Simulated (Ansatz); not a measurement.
**Ge3Pt: a closer look at a trial structure**

Aim: for this structure of Ge3Pt, compute bands, density of states and charges.

Program: Ansatz 0.2.0. Level of theory: DFT PBE, scalar-relativistic, plane waves, PAW. These are calculated values, not measurements.

**1. The system as given**

Symmetry: Im-3m, No. 229, cubic system. The conventional cell has a = 5.285 Å, b = 5.285 Å, c = 5.285 Å, α = 90.00°, β = 90.00°, γ = 90.00°. Ge (site symmetry 4/mmm) has 4 Ge at 2.64 Å and 2 Pt at 2.64 Å as nearest neighbours. Around Pt (site symmetry m-3m) lie 6 Ge at 2.64 Å.

As a file:

```
Ge Pt
1.0
     5.28500    0.00000    0.00000
     0.00000    5.28500    0.00000
     0.00000    0.00000    5.28560
Ge Pt
6 2
Direct
  0.00000 0.50000 0.49992
  0.50000 0.00000 0.50008
  0.50000 0.00000 0.00008
  0.00000 0.50000 0.99992
  0.00000 0.00000 0.00000
  0.50000 0.50000 0.50000
  0.00000 0.00000 0.50000
  0.50000 0.50000 0.00000
```

It is the end of an earlier relaxation with the same method, from a generated guess; it is a trial structure. At a tolerance of 0.05 Å it has space group Im-3m (No. 229); it has 18.45 Å³/atom, an uncorrected energy of +0.02 eV/atom over the elements.

**2. Electronic structure at the relaxed geometry**

File input.yaml:

```yaml
crystal:
  lattice:
    - [5.2849986323, 0.0, 0.0]
    - [0.0, 5.2849986323, 0.0]
    - [0.0, 0.0, 5.2856049214]
  atoms:
    - { symbol: Ge, position: [0.0, 0.5, 0.4999198885] }
    - { symbol: Ge, position: [0.5, 0.0, 0.5000801115] }
    - { symbol: Ge, position: [0.5, 0.0, 1.0000801115] }
    - { symbol: Ge, position: [0.0, 0.5, -8.01115e-05] }
    - { symbol: Ge, position: [0.0, 0.0, 0.0] }
    - { symbol: Ge, position: [0.5, 0.5, 0.5] }
    - { symbol: Pt, position: [0.0, 0.0, 0.5] }
    - { symbol: Pt, position: [0.5, 0.5, 0.0] }
basis:
  ecutwfc: 420
kpoints:
  mp_grid: { grid: [8, 8, 8] }
  band_path:
    path:
      - [[0.0, 0.0, 0.0], [0.0, 0.99996176, 0.0], [0.49998088, 0.49998088, 0.0], [0.0, 0.0, 0.0], [0.49998088, 0.49998088, 0.50003824], [0.0, 0.99996176, 0.0]]
      - [[0.49998088, 0.49998088, 0.50003824], [0.49998088, 0.49998088, 0.0]]
    npoints: 14
hamiltonian:
  xc: pbe
scf:
  occupations: { method: gaussian, width: 0.1 }
  n_extra_bands: 20
output:
  forces: true
  stress: true
  eigenvalues: true
  populations: true
  dos: { projected: true, de: 0.02, nscf_kmesh: { grid: [10, 10, 10] } }
  bader: true
  write_density: true
  write_potential: true
  elf: true
  volumetric_format: npy
```

Launch:

```console
$ ansatz run input.yaml --threads 1 --pin off --max-ram 2560MiB --backend cpu --events-out ev --progress --plain --runs-dir out
```

What does the calculation give? Wanted: gap; states at the Fermi level; Bader charges.

**Answer**, as computed:

```
                 quantity                 value
                      gap          none (metal)
states at the Fermi level  3.85 per eV per cell
            Bader charges  Ge +0.22, Pt -0.65 e
```

What this shows: Bands cross the Fermi level: a metal at this level of theory. Of the projected weight within 0.25 eV of the Fermi level, the largest part is Ge 4p (70 %) and Pt 5d (17 %). Bader charges reach 0.6 e, so charge transfer in this metal is moderate. These runs have no spin-orbit coupling; with Pt it would split and shift bands.
